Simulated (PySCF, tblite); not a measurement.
**C6H4NP: geometry, infrared bands and NMR shifts**

What infrared bands and NMR shifts should C6H4NP (`N#Cc1ccpcc1`) show?

The runs use tblite 0.8.0 and PySCF 2.14.0, with density-fitted response routines of our own; the level of theory stands in each step. All values are computed, except where a source is named. Atoms count from 0, in the outputs and in this text.

### Step 1. The molecule as given

12 atoms, charge 0, multiplicity 1; geometry from: force field or distance geometry start.

Bonds of the start (Å): N0–C1 1.18, C1–C2 1.42, C2–C3 1.41, C3–C4 1.39, C4–P5 1.84, P5–C6 1.84, C6–C7 1.40, C7–C2 1.42, C3–H8 1.10, C4–H9 1.09, C6–H10 1.08, C7–H11 1.08.

### Step 2. Optimising the geometry with GFN2-xTB

Job settings and geometry (Å):

```
{"job": {"kind": "relax", "xc": "GFN2-xTB", "basis": "xTB"}, "charge": 0, "multiplicity": 1}
N      3.161600    -1.286600    -0.197000
C      2.075100    -0.842500    -0.139700
C      0.759700    -0.309500    -0.044700
C     -0.335100    -1.195000     0.015400
C     -1.675700    -0.831600     0.114700
P     -2.249400     0.912500     0.133900
C     -0.622700     1.767600     0.027000
C      0.602900     1.099700    -0.039400
H     -0.115100    -2.277800     0.015700
H     -2.447900    -1.597500     0.163300
H     -0.644500     2.849500     0.026000
H      1.492300     1.710500    -0.101200
```

Run with:

```console
OMP_NUM_THREADS=1 python probes_run.py task.json out
```

This one command runs all jobs of the session in turn.

**Question.** This job is followed by: GFN2-xTB harmonic vibrations, gas phase; GIAO PBE0/pcSseg-1 NMR shielding, non-relativistic, gas phase. Predict these results of the whole session: strongest single infrared mode (GFN2-xTB); zero-point energy (GFN2-xTB); ¹³C shifts against TMS (PBE0/pcSseg-1, means over atoms taken as alike); ¹H shifts against TMS (PBE0/pcSseg-1, means over atoms taken as alike); ¹⁵N shifts against NH3 (PBE0/pcSseg-1); ³¹P shifts against H3PO4 (PBE0/pcSseg-1); surface potential, 1st and 99th percentile.

The runs gave:

| quantity | value |
| --- | --- |
| strongest single infrared mode (GFN2-xTB) | 2370 cm⁻¹, 269 km/mol |
| zero-point energy (GFN2-xTB) | 50.3 kcal/mol |
| ¹³C shifts against TMS (PBE0/pcSseg-1, means over atoms taken as alike) | 165.9, 142.8, 125.4, 117.0 ppm |
| ¹H shifts against TMS (PBE0/pcSseg-1, means over atoms taken as alike) | 9.42, 8.41 ppm |
| ¹⁵N shifts against NH3 (PBE0/pcSseg-1) | 321.5 ppm |
| ³¹P shifts against H3PO4 (PBE0/pcSseg-1) | 262.2 ppm |
| surface potential, 1st and 99th percentile | -1.66 V and 1.31 V |

What this shows: Over 13 steps the energy fell by 0.380 eV; of the close pairs, P5–C6 changed most, 1.841 to 1.738 Å. No mode is imaginary among the 30: a minimum at this level. The strongest single mode, at 2370 cm⁻¹, moves mainly C1 and N0. Unscaled tight-binding wavenumbers are off by several per cent, some by more. Its intensities can rank the bands wrongly. At PBE0/pcSseg-1: The largest span, 812 ppm, is at P5, where the paramagnetic term is -910 ppm. NICS(1)zz of -26 ppm above the planar ring from C2 marks a diatropic (aromatic) ring current. By nearest atom (PBE0/pcSseg-1), the HOMO sits on P5 32 %; C2 20 % and the LUMO on P5 38 %; C2 16 %.
